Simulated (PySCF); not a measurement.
# How the numerical set-up moves the result for CaH⁺ (triplet)

Aim: see how much the energy and properties of CaH⁺ (triplet) depend on the numerical set-up.

Computed with PySCF 2.14.0. Level: method and basis as typed in the scripts.

2 further runs of the same task are left out: 2 that didn't finish.

### 1 Where the work starts

CaH⁺ (triplet): 2 atoms, charge 1, spin multiplicity 3.

Bond lengths: Ca1–H2 1.909 Å.

### 2 The base run

input.py

```python
from pyscf import gto, scf, cc

mol = gto.M(
    atom='Ca 0 0 0; H 0 0 1.909',
    basis='6-31+g*',
    charge=1,
    spin=2,
    symmetry=True,
    verbose=4,
)
mf = scf.UHF(mol)
mf.kernel()
mycc = cc.CCSD(mf, frozen=5)
mycc.kernel()
e = mycc.ipccsd(nroots=5)[0]
print('roots (eV) =', (e*27.211386).round(3))
mf.dip_moment()
print('orbital energies (hartree):', [e[max(0, n-3):n+3].round(4) for e, n in zip(mf.mo_energy, mol.nelec)])
```

Launch:

```sh
$ OMP_NUM_THREADS=1 python input.py
```

The log of this run is left out.

It gives: E(SCF) = -676.967956 Eh, 9 cycles, E(CCSD) − E(SCF) = -0.01223 Eh, ⟨S²⟩ = 2.000, ionisation roots 10.787, 22.137, 24.392, 24.392, 26.237 eV.

The bond length is a typed value, not an optimised one. The dipole of an ion depends on the origin. The triplet is typed in the script; nothing here shows that it is the ground state.

### 3 6-311++g**

Variant 1 changes basis set: 6-31+g* → 6-311++g**.

input.py

```python
from pyscf import gto, scf, cc

mol = gto.M(
    atom='Ca 0 0 0; H 0 0 1.909',
    basis='6-311++g**',
    charge=1,
    spin=2,
    symmetry=True,
    verbose=4,
)
mf = scf.UHF(mol)
mf.kernel()
mycc = cc.CCSD(mf, frozen=5)
mycc.kernel()
e = mycc.ipccsd(nroots=5)[0]
print('roots (eV) =', (e*27.211386).round(3))
mf.dip_moment()
print('orbital energies (hartree):', [e[max(0, n-3):n+3].round(4) for e, n in zip(mf.mo_energy, mol.nelec)])
```

Launch:

```sh
$ OMP_NUM_THREADS=1 python input.py
```

### 4 X2c-svpall (X2C on)

Variant 2 changes basis set: 6-31+g* → x2c-svpall; spin-free X2C: off → on.

Changes to input.py since step 2:

```diff
@@ -4,3 +4,3 @@
     atom='Ca 0 0 0; H 0 0 1.909',
-    basis='6-31+g*',
+    basis='x2c-svpall',
     charge=1,
@@ -11,2 +11,3 @@
 mf = scf.UHF(mol)
+mf = mf.sfx2c1e()
 mf.kernel()
```

**Question.** What will these runs give? Wanted: for each run, E(SCF); from base; gap, α spin; after the SCF.

The runs gave:

```csv
run,E(SCF) (hartree),from base (eV),cycles,"gap, α spin (eV)",functions,after the SCF
base,-676.967956,0,9,6.76,28,"CCSD correlation -0.333 eV, core frozen, first root 10.79 eV"
6-311++g**,-677.013378,-1.2360,10,6.79,50,"CCSD correlation -5.344 eV, core frozen, first root 11.06 eV"
x2c-svpall (X2C on),-679.791045,not comparable,10,7.28,29,"CCSD correlation -2.917 eV, core frozen, first root 10.95 eV"
```

**Reading.** 6-311++g** (50 functions) gives an energy 1.24 eV lower than 6-31+g* (28).
